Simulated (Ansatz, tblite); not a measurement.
# Ge(SiH3)4 (Si₄GeH₁₂): charged states by level of theory

An exercise on one series of results from a longer session: the logs are not shown, and one member is left open.

The runs use Ansatz 0.2.0, Gaussian basis; as each input shows.

Levels to be run: charge +1 doublet, at the geometry of the singlet (PBE0-D4/def2-TZVP, PBE-D4/def2-TZVP, BLYP-D4/def2-TZVP, CCSD(T)/def2-SVP); the starting singlet's energies come from earlier runs.

2 further runs of the same task are left out: 2 set aside as unsound or not needed.

## The structure

The geometry is that of the singlet, from an earlier relaxation (r2SCAN-D4/def2-SVP).

17 atoms, charge 0, spin multiplicity 1.

Atoms are counted from 1 here; the program's logs count them from 0.

Bond lengths: Ge1–Si2 2.383 Å, Ge1–Si6 2.382 Å, Ge1–Si10 2.383 Å, Ge1–Si14 2.383 Å, Si2–H3 1.494 Å, Si2–H4 1.494 Å, Si2–H5 1.495 Å, Si6–H7 1.494 Å, Si6–H8 1.495 Å, Si6–H9 1.494 Å, Si10–H11 1.495 Å, Si10–H12 1.494 Å, Si10–H13 1.495 Å, Si14–H15 1.494 Å, Si14–H16 1.495 Å, Si14–H17 1.494 Å. Angles: Si2–Ge1–Si6 109.7°, Si2–Ge1–Si10 109.0°, Si2–Ge1–Si14 109.9°, Si6–Ge1–Si10 109.3°, Si6–Ge1–Si14 109.4°, Si10–Ge1–Si14 109.4°, Ge1–Si2–H3 110.3°, Ge1–Si2–H4 110.2°, Ge1–Si2–H5 109.9°, H3–Si2–H4 108.8°, H3–Si2–H5 108.8°, H4–Si2–H5 108.7°, Ge1–Si6–H7 110.3°, Ge1–Si6–H8 109.9°, Ge1–Si6–H9 110.3°, H7–Si6–H8 108.8°, H7–Si6–H9 108.8°, H8–Si6–H9 108.8° and more.

Set-up of the first run:

Input file in.yaml:

```yaml
crystal:
  periodic: [false, false, false]
  atoms:
    - {symbol: Ge, position_ang: [0.001876, -0.007934, 0.002781]}
    - {symbol: Si, position_ang: [-0.011132, -0.009014, 2.385372]}
    - {symbol: H, position_ang: [0.830014, -1.127892, 2.908632]}
    - {symbol: H, position_ang: [-1.406059, -0.176962, 2.894777]}
    - {symbol: H, position_ang: [0.534954, 1.284215, 2.898350]}
    - {symbol: Si, position_ang: [2.249106, 0.011798, -0.788047]}
    - {symbol: H, position_ang: [2.980556, 1.194109, -0.239897]}
    - {symbol: H, position_ang: [2.261903, 0.087797, -2.280607]}
    - {symbol: H, position_ang: [2.959754, -1.232483, -0.363598]}
    - {symbol: Si, position_ang: [-1.125776, 1.940535, -0.778294]}
    - {symbol: H, position_ang: [-2.552036, 1.923744, -0.332024]}
    - {symbol: H, position_ang: [-1.089634, 1.997957, -2.271213]}
    - {symbol: H, position_ang: [-0.466017, 3.166031, -0.233701]}
    - {symbol: Si, position_ang: [-1.110658, -1.948858, -0.817106]}
    - {symbol: H, position_ang: [-0.542672, -3.178625, -0.185940]}
    - {symbol: H, position_ang: [-0.944859, -2.049219, -2.299037]}
    - {symbol: H, position_ang: [-2.569330, -1.875210, -0.500450]}
basis:
  gaussian: {orbitals: def2-TZVP}
total_charge: 1
magnetization: {spin_polarized: true, initial_magnetization: 1}
hamiltonian: {xc: pbe0, dispersion: d4}
scf: {omitted_lower_state_checks: [starts]}
output: {orbitals: {seedname: orbitals}}
```

On the command line:

```bash
ansatz run in.yaml --threads 4 --pin off --events-out ev --progress --plain --max-ram 4787MiB
```

Steps of the session up to this table: Charge +1 doublet at the fixed geometry, PBE0-D4/def2-TZVP; Charge +1 doublet at the fixed geometry, PBE-D4/def2-TZVP; Charge +1 doublet at the fixed geometry, BLYP-D4/def2-TZVP; Charge +1 doublet at the fixed geometry, CCSD(T)/def2-SVP.

One table of the session follows, with a row left open; its other results are not shown here.

| method | vertical ionisation energy (eV) |
| --- | --- |
| HF/def2-SVP | 9.11 |
| PBE-D4/def2-TZVP | 9.17 |
| BLYP-D4/def2-TZVP | ? |
| PBE0-D4/def2-TZVP | 9.45 |
| MP2/def2-SVP | 9.67 |
| CCSD/def2-SVP | 9.58 |
| CCSD(T)/def2-SVP | 9.57 |

Q: Estimate the row for BLYP-D4/def2-TZVP from the others.

The run gave: vertical ionisation energy (eV): 9.08. In the column «vertical ionisation energy (eV)» it is the lowest.

To keep in mind: The yardstick is in a double-zeta basis, so levels in larger sets aren't compared like for like. CCSD(T)/def2-SVP isn't at the basis-set limit; small misses against it rank nothing.
